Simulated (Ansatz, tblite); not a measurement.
**Si2GeH8: isomers side by side**

The task here is to estimate one member of a computed series from the others.

The runs use Ansatz 0.2.0, Gaussian basis; relaxed with PBE-D4/def2-SVP, singlet.

2 further runs of the same task are left out: 2 set aside as unsound or not needed.

## The starting structure

11 atoms, charge 0, spin multiplicity 1.

Atoms are counted from 1 here; the program's logs count them from 0.

Bond lengths: Ge1–Si2 2.343 Å, Ge1–Si3 2.343 Å, Ge1–H10 1.519 Å, Ge1–H11 1.519 Å, Si2–H4 1.465 Å, Si2–H5 1.463 Å, Si2–H6 1.465 Å, Si3–H7 1.465 Å, Si3–H8 1.465 Å, Si3–H9 1.463 Å. Angles: Si2–Ge1–Si3 123.5°, Si2–Ge1–H10 108.1°, Si2–Ge1–H11 108.0°, Si3–Ge1–H10 108.1°, Si3–Ge1–H11 108.1°, H10–Ge1–H11 98.1°, Ge1–Si2–H4 110.4°, Ge1–Si2–H5 112.6°, Ge1–Si2–H6 110.3°, H4–Si2–H5 108.0°, H4–Si2–H6 107.6°, H5–Si2–H6 107.9°, Ge1–Si3–H7 110.4°, Ge1–Si3–H8 110.2°, Ge1–Si3–H9 112.5°, H7–Si3–H8 107.6°, H7–Si3–H9 108.0°, H8–Si3–H9 107.9°.

The isomers as started, chosen beforehand: A: Ge(SiH3)2H2; B: n-GeSiSiH8. The structure above is A.

Set-up of the first run:

Contents of in.yaml:

```yaml
crystal:
  periodic: [false, false, false]
  atoms:
    - {symbol: Ge, position_ang: [-0.627280, 0.002470, -0.446390]}
    - {symbol: Si, position_ang: [-0.918440, -0.018290, 1.878390]}
    - {symbol: Si, position_ang: [1.472520, 0.015330, -1.484950]}
    - {symbol: H, position_ang: [-0.377470, -1.254320, 2.449090]}
    - {symbol: H, position_ang: [-2.324700, 0.083470, 2.269160]}
    - {symbol: H, position_ang: [-0.200190, 1.102670, 2.489740]}
    - {symbol: H, position_ang: [2.210160, -1.207390, -1.159260]}
    - {symbol: H, position_ang: [2.265780, 1.151580, -1.009240]}
    - {symbol: H, position_ang: [1.377340, 0.111070, -2.941740]}
    - {symbol: H, position_ang: [-1.440020, 1.154410, -1.012590]}
    - {symbol: H, position_ang: [-1.437690, -1.141000, -1.032210]}
basis:
  gaussian: {orbitals: def2-SVP}
hamiltonian: {xc: pbe, dispersion: d4}
scf: {omitted_lower_state_checks: [starts]}
output: {orbitals: {seedname: orbitals}}
relax: {f_tol: 0.02, max_steps: 100}
```

On the command line:

```bash
$ ansatz run in.yaml --threads 2 --pin off --events-out ev --progress --plain --max-ram 4352MiB
```

Among the steps run: Relaxing candidate A; Relaxing candidate B; Candidate B, first pass, PBE0-D4/def2-SVP; Candidate B, PBE0-D4/def2-TZVP; Candidate B, PBE-D4/def2-TZVP; Candidate B, r2SCAN-D4/def2-TZVP; Candidate B, HF/def2-TZVP; Candidate B, ωB97X-V/def2-TZVP; Candidate B, CAM-B3LYP-D4/def2-TZVP; Candidate B, PBE-D4/def2-SVP; Candidate B, PBE0-D4/def2-SVP; Candidate B, HF/STO-3G; Candidate B, CCSD(T)/def2-TZVP; Candidate B, RPA/def2-TZVP.

One table of the session follows, with a row left open; its other results are not shown here.

It belongs to the step «B against A». 

| method | B above A (eV) |
| --- | --- |
| GFN1-xTB | 0.586 |
| GFN2-xTB | 0.589 |
| HF/STO-3G | ? |
| HF/def2-TZVP | 0.160 |
| PBE-D4/def2-SVP | 0.102 |
| PBE-D4/def2-TZVP | 0.114 |
| r2SCAN-D4/def2-TZVP | 0.132 |
| PBE0-D4/def2-SVP | 0.106 |
| PBE0-D4/def2-TZVP | 0.120 |
| CAM-B3LYP-D4/def2-TZVP | 0.148 |
| ωB97X-V/def2-TZVP | 0.132 |
| RPA/def2-TZVP | 0.171 |
| MP2/def2-TZVP | 0.193 |
| CCSD/def2-TZVP | 0.169 |
| CCSD(T)/def2-TZVP | 0.165 |

Q: Estimate the row for HF/STO-3G from the others.

The run gave: B above A (eV): 0.166. In the column «B above A (eV)» it lies between CCSD(T)/def2-TZVP (0.165) and CCSD/def2-TZVP (0.169).

Limits of these values: Only singlets are compared; another spin may lie lower and prefer another shape.
